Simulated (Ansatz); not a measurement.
**In2BiP: a single-point run**

Aim: a sound single-point run of In2BiP. The structure is shown as the input types it. The cell is built on a prototype (ordering on zincblende) and needn't be the phase found in nature.

Program: Ansatz 0.2.0. Level of theory: density functional or hybrid calculation with the settings of its input, plane waves. These are calculated values, not measurements.

4 further runs of the same task are left out: 1 for a known fault of the program, 3 that didn't finish.

### 1 The starting structure

The structure is tetragonal, space group P-4m2 (No. 115). Conventional cell: a = 4.459 Å, b = 4.459 Å, c = 6.367 Å, α = 90.00°, β = 90.00°, γ = 90.00°. Around P (site symmetry -4m2) lie 4 In at 2.63 Å. In (site symmetry 2mm) is surrounded by 2 P at 2.63 Å and 2 Bi at 2.86 Å. Around Bi (site symmetry -4m2) lie 4 In at 2.86 Å.

As a file:

```cif
data_structure
_symmetry_space_group_name_H-M 'P-4m2'
_symmetry_Int_Tables_number 115
_cell_length_a 4.4589
_cell_length_b 4.4589
_cell_length_c 6.3675
_cell_angle_alpha 90.000
_cell_angle_beta 90.000
_cell_angle_gamma 90.000
_cell_volume 126.60
loop_
_atom_site_label
_atom_site_type_symbol
_atom_site_symmetry_multiplicity
_atom_site_Wyckoff_symbol
_atom_site_fract_x
_atom_site_fract_y
_atom_site_fract_z
_atom_site_occupancy
P1 P 1 a 0.00000 0.00000 0.00000 1
In1 In 2 g 0.00000 0.50000 0.78142 1
Bi1 Bi 1 c 0.50000 0.50000 0.50000 1
```

### 2 Running it

File input.yaml:

```yaml
crystal:
  lattice:
    - [4.458949133, 0.0, 0.0]
    - [0.0, 4.458949133, 0.0]
    - [0.0, 0.0, 6.3674688686]
  atoms:
    - { symbol: P, position: [0.0, 0.0, 0.0] }
    - { symbol: In, position: [0.0, 0.5, 0.7814218993] }
    - { symbol: Bi, position: [0.5, 0.5, 0.5] }
    - { symbol: In, position: [0.5, 0.0, 0.2185781007] }
kpoints:
  mp_grid: { grid: [4, 4, 4] }
hamiltonian:
  xc: pbe
scf:
  occupations: { method: methfessel_paxton, width: 1.5 }
  n_extra_bands: 5
output:
  forces: true
  stress: true
  eigenvalues: true
```

The run is started by

```bash
> ansatz run input.yaml --threads 4 --pin off --max-ram 3686MiB --backend cpu --events-out ev --progress --plain --runs-dir out
```

Q: Will this input give a usable result? If not, why, and what should change?

This run ends as converged. Convergence says nothing about whether the input makes sense.

Look at the input: scf.occupations.width is 1.5. Occupations are smeared over electronvolts, wider than many features of the bands.

Run again and compare: set scf.occupations.width to 0.2.
